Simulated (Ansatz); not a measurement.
**C4H12Si, 17 atoms: a performance study**

Wanted: the time that a CCSD(T) calculation on a Hartree-Fock reference takes for C4H12Si, and which launch flags, input keys and shares of the machine shorten it.

Program: Ansatz 0.2.0 (CCSD(T), HF, Gaussian basis). Host: Arm Neoverse N1, 56 cores, 56 hardware threads, 90 GiB; it was booked for these runs alone, one at a time. Each run is timed once from launch to exit, start-up included.

## Step 1: The job

A molecule of 17 atoms and 50 electrons, SMILES C[Si](C)(C)C, in the basis cc-pvdz.

## Step 2: Baseline

File input.yaml:

```yaml
crystal:
  periodic: [false, false, false]
  atoms:
    - { symbol: C, position_ang: [-0.4000, -1.1900, -1.3900] }
    - { symbol: Si, position_ang: [0.0000, 0.0000, 0.0000] }
    - { symbol: C, position_ang: [0.0100, 1.7500, -0.6600] }
    - { symbol: C, position_ang: [-1.3000, -0.1500, 1.3500] }
    - { symbol: C, position_ang: [1.6900, -0.4100, 0.7100] }
    - { symbol: H, position_ang: [-1.3800, -0.9700, -1.8200] }
    - { symbol: H, position_ang: [-0.4100, -2.2200, -1.0300] }
    - { symbol: H, position_ang: [0.3400, -1.1200, -2.1900] }
    - { symbol: H, position_ang: [0.2400, 2.4700, 0.1300] }
    - { symbol: H, position_ang: [-0.9700, 2.0100, -1.0800] }
    - { symbol: H, position_ang: [0.7600, 1.8700, -1.4500] }
    - { symbol: H, position_ang: [-2.2900, 0.0800, 0.9600] }
    - { symbol: H, position_ang: [-1.3200, -1.1700, 1.7500] }
    - { symbol: H, position_ang: [-1.0800, 0.5300, 2.1700] }
    - { symbol: H, position_ang: [1.7100, -1.4300, 1.1000] }
    - { symbol: H, position_ang: [2.4600, -0.3300, -0.0600] }
    - { symbol: H, position_ang: [1.9400, 0.2800, 1.5200] }
basis:
  gaussian: { orbitals: cc-pvdz }
correlation: { method: ccsd_t }
```

The run is started by

```bash
$ taskset -c 8-63 ansatz run input.yaml --threads 8 --backend cpu --max-ram 64GiB --events-out ev --progress --plain --runs-dir out
```

Log, shortened:

```text
pinning: not binding workers (pin `auto` leaves the workers unbound: those that work in every phase are 16 at the most and take half of the cores in the planning thread's mask or fewer, and bound, runs started alike would share the same CPUs; alone on the mach
[...]
Functional definition: HF
[...]
1226 factors; integrals over basis functions are off by at most 1.0e-3 eV
[...]
mean field -12175.34874999 eV, -447.4358138142 hartree, gradient 4.0e-6 eV, S^2 0.000000; 0 other end points of the search recorded, 0 dependent functions left out
9 core orbitals not correlated: weight in the atoms' cores, before any rotation towards them, 1.000 or more for the frozen orbitals, at most 0.000 for the correlated occupied ones
reference -12175.34874999 eV, -447.4358138142 hartree; 16, 16 occupied and 109, 109 virtual orbitals, 1226 factors
second order -18.81185579 eV of doubles, -0.00000000 eV of singles
cycle   1  -20.33778177 eV  change    -1.5e0 eV  update   8.6e-2
[...]
cycle   8  -20.93394504 eV  change   -9.2e-6 eV  update   1.3e-5
perturbative correction -0.58058603 eV, -0.0213361432 hartree
Total energy: -12196.86328106 eV, -448.2264582480 hartree
```

Wall time 11 s, CPU time 82 s, peak memory 0.95 GiB, 18 SCF iterations in all (8 threads).

Size of the job: 50 electrons, 134 basis functions.

Where the time went (the program's own counters):

| phase | seconds | share of the wall time |
| --- | --- | --- |
| perturbative | 5.7 | 54 % |
| cycles | 3.1 | 28 % |
| hamiltonian | 0.84 | 8 % |
| solver_start | 0.61 | 6 % |
| cycle | 0.38 | 4 % |

## Step 3: Change: --pin on

input.yaml is that of step 2.

The run is started by

```bash
$ taskset -c 8-63 ansatz run input.yaml --threads 8 --pin on --backend cpu --max-ram 64GiB --events-out ev --progress --plain --runs-dir out
```

Log:

```text
Engine: ansatz 0.2.0, aarch64-unknown-linux-gnu
Functional definition: HF
  exchange = exact_x
  correlation = 0
1226 factors; integrals over basis functions are off by at most 1.0e-3 eV
mean field evaluation 1: about -12171.2746 eV, gradient 3.8e1 eV
mean field evaluation 2: about -12171.3869 eV, gradient 3.8e1 eV
mean field evaluation 4: about -12175.3082 eV, gradient 3.1e0 eV
mean field evaluation 8: about -12175.3487 eV, gradient 9.7e-2 eV
mean field evaluation 16: about -12175.2255 eV, gradient 3.5e-1 eV
mean field -12175.34874999 eV, -447.4358138142 hartree, gradient 4.0e-6 eV, S^2 0.000000; 0 other end points of the search recorded, 0 dependent functions left out
9 core orbitals not correlated: weight in the atoms' cores, before any rotation towards them, 1.000 or more for the frozen orbitals, at most 0.000 for the correlated occupied ones
[... 1 line left out ...]
second order -18.81185579 eV of doubles, -0.00000000 eV of singles
[... 8 lines left out ...]
perturbative correction -0.58058603 eV, -0.0213361432 hartree
Total energy: -12196.86328106 eV, -448.2264582480 hartree
```

Wall time 11 s, CPU time 82 s, peak memory 0.95 GiB, 18 SCF iterations in all (8 threads).

## Step 4: The tuning table

| change | wall time | speed-up | SCF iterations | peak memory (GiB) |
| --- | --- | --- | --- | --- |
| none | 11 s | 1 | 18 | 0.95 |
| --pin on | 11 s | 1 | 18 | 0.95 |

## Step 5: Results

| quantity | value |
| --- | --- |
| reference | 11 s on 8 threads |
| best change | none beyond the noise |

Changes under about 3 % are taken as noise (repeats on such hosts differ by a few per cent). No change beats the defaults here. The figures hold for this build, input and host.
